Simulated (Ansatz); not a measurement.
**WSiH₂+ (sextet): wave-function methods side by side, def2-SVP**

An exercise on one series of results from a longer session: the logs are not shown, and one member is left open.

Method: def2-SVP, core rule «outside noble gas», up to 9 orbitals frozen; program: Ansatz 0.2.0, Gaussian basis.

To be run: UHF; CCSD(T) on ROHF; CCSD(T) on UHF; CISD as a restricted active space (open shells left free, so some higher excitations enter); CCSDT(Q) on ROHF; CCSDT(Q) on UHF; CASSCF and NEVPT2, 11 electrons in 11 orbitals.

22 further runs of the same task are left out: 3 for a known fault of the program, 10 that didn't finish, 9 set aside as unsound or not needed. Runs told in other sessions of the task aren't counted.

### What is computed

The geometry is a PBE0/def2-TZVP stationary point (not a proven minimum) of the parent state, kept for this charge and spin. No spin-orbit coupling is included. Elements past krypton take def2 core potentials.

4 atoms, charge 1, spin multiplicity 6.

Atoms are counted from 1 here; the program's logs count them from 0.

Bond lengths: W1–Si2 2.363 Å, Si2–H3 1.483 Å, Si2–H4 1.483 Å. Angles: W1–Si2–H3 123.3°, W1–Si2–H4 123.3°, H3–Si2–H4 113.2°.

The first run:

File in.yaml:

```yaml
crystal:
  periodic: [false, false, false]
  atoms:
    - {symbol: W, position_ang: [-0.000745, 0.000000, 0.340097]}
    - {symbol: Si, position_ang: [0.008021, 0.000000, -2.022534]}
    - {symbol: H, position_ang: [-0.043853, 1.238202, -2.837273]}
    - {symbol: H, position_ang: [-0.043853, -1.238202, -2.837273]}
basis:
  gaussian: {orbitals: def2-SVP}
total_charge: 1
magnetization: {spin_polarized: true, initial_magnetization: 5}
hamiltonian: {xc: hf}
output: {orbitals: {seedname: orbitals}}
```

On the command line:

```
$ ansatz run in.yaml --threads 1 --pin off --events-out ev --progress --plain --max-ram 2393MiB
```

Among the steps run: UHF; CCSD(T) on ROHF; CCSD(T) on UHF; CISD as a restricted active space (open shells left free, so some higher excitations enter); CCSDT(Q) on ROHF; CCSDT(Q) on UHF; CASSCF and NEVPT2, 11 electrons in 11 orbitals.

One of the session's tables, all rows but one given; the rest of the session is left out.

| method | from RCCSDT(Q) (meV) |
| --- | --- |
| ROHF | +5224.4 |
| UHF | +5043.8 |
| RMP2 | ? |
| UMP2 | +931.5 |
| CISD | +555.5 |
| RCCSD | +188.7 |
| UCCSD | +96.9 |
| RCCSD(T) | +39.3 |
| UCCSD(T) | -49.9 |
| RCCSDT | +7.8 |
| UCCSDT | -81.4 |
| RCCSDT(Q) | 0 |
| UCCSDT(Q) | -89.6 |
| CASSCF frontier | +4057.0 |
| NEVPT2 frontier | +1191.6 |

Estimate the missing values for RMP2.

**Answer.** from RCCSDT(Q) (meV): +1014.5. In the column «from RCCSDT(Q) (meV)» it lies between UMP2 (+931.5) and NEVPT2 frontier (+1191.6).

Limits of these values: Restricted and unrestricted rows rest on different reference determinants; a gap between their highest levels can come from leftover correlation error, from unlike frozen cores or from another state.
